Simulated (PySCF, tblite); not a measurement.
# C4H12Si3: geometry, infrared bands and NMR shifts

Aim: predict the infrared bands and NMR shifts of C4H12Si3 (`C[Si@@H]1C=C[SiH2]C[SiH2]1`).

Programs: tblite 0.8.0 and PySCF 2.14.0, with density-fitted response routines of our own. Each step states its level of theory. These are calculated values for one molecule in the gas phase, unless marked as measured. Atoms are numbered from 0 throughout.

## 1. The molecule as given

19 atoms, charge 0, multiplicity 1; geometry from: force field or distance geometry start.

Bonds of the start (Å): C0–Si1 1.86, Si1–C2 1.84, C2–C3 1.35, C3–Si4 1.86, Si4–C5 1.86, C5–Si6 1.86, Si6–Si1 2.34, C0–H7 1.10, C0–H8 1.10, C0–H9 1.09, Si1–H10 1.48, C2–H11 1.08, C3–H12 1.08, Si4–H13 1.47, Si4–H14 1.49, C5–H15 1.08, C5–H16 1.09, Si6–H17 1.49, Si6–H18 1.48.

## 2. Geometry optimisation with GFN2-xTB

Job settings and geometry (Å):

```
{"job": {"kind": "relax", "xc": "GFN2-xTB", "basis": "xTB"}, "charge": 0, "multiplicity": 1}
C      2.864400    -0.063100     0.146400
Si     1.233900    -0.111100    -0.750100
C      0.370100     1.510200    -0.722900
C     -0.870000     1.804000    -0.270800
Si    -2.108100     0.675300     0.544300
C     -1.942400    -1.091000    -0.013100
Si    -0.194400    -1.611200     0.347000
H      3.547600     0.652300    -0.324900
H      2.738000     0.247800     1.190700
H      3.339900    -1.041000     0.152500
H      1.417600    -0.542700    -2.153700
H      0.947700     2.309100    -1.166400
H     -1.239900     2.818600    -0.329200
H     -1.954200     0.778900     2.006200
H     -3.466800     1.174300     0.195000
H     -2.159300    -1.182300    -1.066900
H     -2.648600    -1.723400     0.527200
H      0.068000    -1.601200     1.815100
H      0.046700    -2.994300    -0.134000
```

Run with:

```sh
> OMP_NUM_THREADS=1 python probes_run.py task.json out
```

The driver reads the jobs from task.json and runs them one after another.

**Question.** This job is followed by: GFN2-xTB harmonic vibrations, gas phase; GIAO PBE0/pcSseg-1 NMR shielding, non-relativistic, gas phase. Predict these results of the whole session: strongest single infrared mode (GFN2-xTB); zero-point energy (GFN2-xTB); 13C shifts against TMS (PBE0/pcSseg-1); 1H shifts against TMS (PBE0/pcSseg-1, means over atoms taken as alike); 29Si shifts against TMS (PBE0/pcSseg-1); surface potential, 1st and 99th percentile.

**Answer**, as computed:

| quantity | value |
| --- | --- |
| strongest single infrared mode (GFN2-xTB) | 2177 cm⁻¹, 674 km/mol |
| zero-point energy (GFN2-xTB) | 85.5 kcal/mol |
| 13C shifts against TMS (PBE0/pcSseg-1) | 159.6, 153.4, -4.3, -15.1 ppm |
| 1H shifts against TMS (PBE0/pcSseg-1, means over atoms taken as alike) | 7.53, 7.19, 4.60, 4.60, 4.54, 4.26, 4.11, 0.24, 0.05, -0.10 ppm |
| 29Si shifts against TMS (PBE0/pcSseg-1) | -57.0, -61.4, -82.6 ppm |
| surface potential, 1st and 99th percentile | -0.50 V and 0.93 V |

What this shows: The optimisation took 65 steps and gained 0.236 eV; among the close pairs (by a distance rule), Si1–C2 changed most, from 1.837 to 1.895 Å. All 51 modes are real, so the xTB geometry is a minimum. The strongest single mode, at 2177 cm⁻¹, moves mainly H14. GFN2-xTB is a fitted tight-binding method: band positions and strengths are rough. Its intensities can rank the bands wrongly. At PBE0/pcSseg-1, counted by nearest atom on the grid, the HOMO lies on C2, C3 about 19 % each; Si1, Si6 about 11 % each, the LUMO on C2, C3 about 29 % each; H11, H12 about 7 % each.
